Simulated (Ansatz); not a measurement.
# Mg3ZnTe: the cost of one run

Method: DFT PBE, scalar-relativistic, plane waves, PAW, in Ansatz 0.2.0.

1 further run of the same task is left out (it didn't finish).

## (1) Starting point

The structure is cubic, space group Pm-3m (No. 221). Conventional cell: a = 4.596 Å, b = 4.596 Å, c = 4.596 Å, α = 90.00°, β = 90.00°, γ = 90.00°. Mg (site symmetry 4/mmm) has 2 Zn at 2.30 Å and 8 Mg at 3.25 Å and 4 Te at 3.25 Å in its first shell of neighbours. Zn (site symmetry m-3m) has 6 Mg at 2.30 Å in its first shell of neighbours. Te (site symmetry m-3m) has 12 Mg at 3.25 Å in its first shell of neighbours.

Coordinates:

```cif
data_structure
_symmetry_space_group_name_H-M 'P 1'
_symmetry_Int_Tables_number 1
_cell_length_a 4.5957
_cell_length_b 4.5957
_cell_length_c 4.5957
_cell_angle_alpha 90.000
_cell_angle_beta 90.000
_cell_angle_gamma 90.000
_cell_volume 97.07
loop_
_atom_site_label
_atom_site_type_symbol
_atom_site_fract_x
_atom_site_fract_y
_atom_site_fract_z
_atom_site_occupancy
Mg1 Mg 0.50000 0.50000 0.00000 1
Mg2 Mg 0.00000 0.50000 0.50000 1
Mg3 Mg 0.50000 0.00000 0.50000 1
Zn1 Zn 0.50000 0.50000 0.50000 1
Te1 Te 0.00000 0.00000 0.00000 1
```

A structure generator made this guess: species swapped into a database cell of Er3InN (Pm-3m, No. 221), with Mg on the Er sites, Te on the In sites and Zn on the N sites. Its size is a rough estimate.

## (2) A first look at the guess

Contents of input.yaml:

```yaml
crystal:
  lattice:
    - [4.59573758, 0.0, 0.0]
    - [0.0, 4.59573758, 0.0]
    - [0.0, 0.0, 4.59573758]
  atoms:
    - { symbol: Mg, position: [0.5, 0.5, 0.0] }
    - { symbol: Mg, position: [0.0, 0.5, 0.5] }
    - { symbol: Mg, position: [0.5, 0.0, 0.5] }
    - { symbol: Zn, position: [0.5, 0.5, 0.5] }
    - { symbol: Te, position: [0.0, 0.0, 0.0] }
basis:
  ecutwfc: 420
kpoints:
  mp_grid: { grid: [4, 4, 4] }
hamiltonian:
  xc: pbe
scf:
  occupations: { method: gaussian, width: 0.1 }
  lower_state_search: "off"
output:
  forces: true
  stress: true
  eigenvalues: true
```

On the command line:

```console
> ansatz run input.yaml --threads 1 --pin off --max-ram 2560MiB --backend cpu --events-out ev --progress --plain --runs-dir out
```

What time and memory should one allow on 1 thread of Arm Neoverse V2, shared host?

About 1.7 s, with a peak of 0.34 GiB.
